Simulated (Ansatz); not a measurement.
# MnB6: the cost of one run

Program: Ansatz 0.2.0. Level of theory: DFT PBE, scalar-relativistic, plane waves, PAW, unless a step names another level. These are calculated values, not measurements.

5 further runs of the same task are left out: 5 set aside as unsound or not needed. Runs told in other sessions of the task aren't counted.

## Step 1: The formula and the candidates

Pauling electronegativities: Mn 1.55, B 2.04 (spread 0.49). No set of common oxidation states balances it. Tabulated atomic sizes suggest about 8 Å³/atom. 28 candidates were drawn, by swapping species into database cells of other compounds, at random by space group and Wyckoff sites, or by hand, as the table says:

```csv
name,made from,space group no.,Wyckoff sites,atoms (primitive cell),V (Å³/atom)
c01,random,99,"Mn 1b; B 4f, 1a, 1b",7,8.6
c02,database cell of YB6,221,Mn 1a; B 6f,7,8.3
c03,random,65,"Mn 2a; B 8m, 4j",7,8.2
c04,database cell of TcF6,139,"Mn 2a; B 8i, 4e",7,11.3
c05,built by hand: LiC6 (metal-deficient ordered AlB2),191,Mn 1a; B 6k,7,8.7
c06,random,229,Mn 2a; B 12e,7,10.4
c07,random,139,"Mn 2b; B 4c, 8h",7,10.5
c08,database cell of MoCl6,162,Mn 1b; B 6k,7,8.3
c09,random,191,Mn 1b; B 6j,7,8.5
c10,built by hand: CaH6-type sodalite clathrate,229,Mn 2a; B 12d,7,8.1
c11,random,175,Mn 1a; B 6k,7,8.2
c12,random,47,"Mn 1g; B 4u, 1c, 1b",7,8.6
c13,random,123,"Mn 1b; B 2h, 2e, 2h",7,8.5
c14,random,229,Mn 2a; B 12d,7,9.7
c15,random,123,"Mn 1c; B 4m, 2h",7,9.2
c16,random,99,"Mn 1a; B 2c, 1a, 1b, 2c",7,9.6
c17,built by hand: B12P2 (icosahedral boron subphosphide),166,"Mn 6c; B 18h, 18h",14,8.1
c18,random,123,"Mn 1a; B 4i, 2f",7,10.1
c19,random,139,"Mn 2b; B 8h, 4d",7,9.8
c20,built by hand: CaB6,221,Mn 1a; B 6f,7,8.7
c21,random,216,Mn 4b; B 24g,7,8.7
c22,random,225,Mn 4b; B 24e,7,10.4
c23,random,123,"Mn 1d; B 1c, 4l, 1a",7,10.1
c24,database cell of LiC6,191,Mn 1a; B 6k,7,6.8
c25,random,123,"Mn 1c; B 1a, 4j, 1b",7,8.2
c26,database cell of KB6,221,Mn 1b; B 6e,7,7.7
c27,random,225,Mn 4a; B 24e,7,10.0
c28,database cell of Zn6Mo,225,Mn 4a; B 24d,7,8.9
```

## Step 2: Screening run of c03

Contents of input.yaml:

```yaml
crystal:
  lattice:
    - [2.70561463, -2.70875975, 0.0]
    - [2.70561463, 2.70875975, 0.0]
    - [0.0, 0.0, 3.93966712]
  atoms:
    - { symbol: Mn, position: [0.0, 0.0, 0.0], spin: 4.0 }
    - { symbol: B, position: [0.0, 0.5, 0.18117218] }
    - { symbol: B, position: [0.5, 0.0, 0.81882782] }
    - { symbol: B, position: [0.0, 0.5, 0.81882782] }
    - { symbol: B, position: [0.5, 0.0, 0.18117218] }
    - { symbol: B, position: [0.69193923, 0.30806077, 0.5] }
    - { symbol: B, position: [0.30806077, 0.69193923, 0.5] }
basis:
  ecutwfc: 420
kpoints:
  mp_grid: { grid: [4, 4, 4] }
hamiltonian:
  xc: pbe
scf:
  occupations: { method: gaussian, width: 0.2 }
  lower_state_search: "off"
output:
  forces: true
  stress: true
  eigenvalues: true
  populations: true
magnetization:
  spin_polarized: true
relax:
  adjacent_minimum: "off"
  f_tol: 0.08
  max_steps: 16
  cell: { stress_tol: 0.8 }
```

On the command line:

```
ansatz run input.yaml --threads 1 --pin off --max-ram 2560MiB --backend cpu --events-out ev --progress --plain --runs-dir out
```

Q: Estimate wall time and peak memory on 1 thread of Intel Xeon 6975P-C (Granite Rapids), shared host.

About 52 s, with a peak of 0.4 GiB.
